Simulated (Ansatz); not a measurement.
# Au: pressure up to the limit of the methods

How does Au (fcc type) answer strong compression? Methods of the runs shown: PAW. Its runs: cell relaxed at zero pressure (PAW); volume scaled by 1 (PAW and PAW (source ansatz)); volume scaled by 0.9 (PAW); volume scaled by 0.8 (PAW); volume scaled by 0.7 (PAW); volume scaled by 0.6 (PAW); volume scaled by 0.5 (PAW); volume scaled by 0.4 (PAW and PAW (level accurate)).

Computed with Ansatz 0.2.0 (DFT PBEsol, with the methods named in each step, unless a step's input says otherwise).

### Step 1. The structure to begin with

The structure is cubic, space group Fm-3m (No. 225). Conventional cell: a = 4.081 Å, b = 4.081 Å, c = 4.081 Å, α = 90.00°, β = 90.00°, γ = 90.00°. Au (site symmetry m-3m) has 12 Au at 2.89 Å in its first shell of neighbours.

As a file:

```cif
data_structure
_symmetry_space_group_name_H-M 'Fm-3m'
_symmetry_Int_Tables_number 225
_cell_length_a 4.0813
_cell_length_b 4.0813
_cell_length_c 4.0813
_cell_angle_alpha 90.000
_cell_angle_beta 90.000
_cell_angle_gamma 90.000
_cell_volume 67.98
loop_
_atom_site_label
_atom_site_type_symbol
_atom_site_symmetry_multiplicity
_atom_site_Wyckoff_symbol
_atom_site_fract_x
_atom_site_fract_y
_atom_site_fract_z
_atom_site_occupancy
Au1 Au 4 a 0.00000 0.00000 0.00000 1
```

The file gives the conventional cell by its symmetry; the runs use the cell typed in the input.

Whether this phase is the stable one at these pressures isn't tested.

### Step 2. Cell relaxed at zero pressure, PAW

Contents of input.yaml:

```yaml
crystal:
  lattice:
    - [0.0, 2.0406274502, 2.0406274502]
    - [2.0406274502, 0.0, 2.0406274502]
    - [2.0406274502, 2.0406274502, 0.0]
  atoms:
    - { symbol: Au, position: [0.0, 0.0, 0.0] }
kpoints:
  mp_grid: { grid: [16, 16, 16] }
scf:
  occupations: { method: fermi_dirac, width: 0.05 }
hamiltonian:
  xc: pbesol
  pseudopotentials: { kind: paw }
output:
  forces: true
  stress: true
relax:
  f_tol: 0.005
  max_steps: 40
  cell: {}
```

Run with:

```sh
> ansatz run input.yaml --threads 1 --pin off --max-ram 2048MiB --backend cpu --events-out ev --progress --plain --runs-dir out
```

The runs that follow: Volume scaled by 1, PAW; Volume scaled by 1, PAW (source ansatz); Volume scaled by 0.9, PAW; Volume scaled by 0.8, PAW; Volume scaled by 0.7, PAW; Volume scaled by 0.6, PAW; Volume scaled by 0.5, PAW; Volume scaled by 0.4, PAW; Volume scaled by 0.4, PAW (level accurate).

What does the calculation give? Wanted: PAW pressure at 0.4 of the volume; PAW; fitted bulk modulus at zero pressure.

As calculated:

| quantity | value |
| --- | --- |
| PAW pressure at 0.4 of the volume | 1798.9 GPa |
| PAW (level accurate) pressure at 0.4 of the volume | 1808.2 GPa |
| fitted bulk modulus at zero pressure (PAW) | 195 GPa |
| its pressure derivative | 4.99 |

**Reading.** By PAW the pressure climbs to 1799 GPa at 0.4 of the first volume. A third-order Birch-Murnaghan curve fits the range only roughly (B₀ = 195 GPa, B′ = 4.99, misfit at most 27.53 GPa). A fit over so wide a range leans to the high pressures, so B₀ can be off by several per cent. No all-electron run checks these rows here, and frozen cores can fail under such compression. The ions are at rest, and the electrons smeared by 0.05 eV. Spin-orbit coupling is left out, though the cell holds Au; in elements this heavy it can shift bands and gaps by tenths of an eV.

At pressures up to 1808 GPa the PAW spheres may overlap and frozen cores may not hold, so those PAW values are rough without an all-electron check.
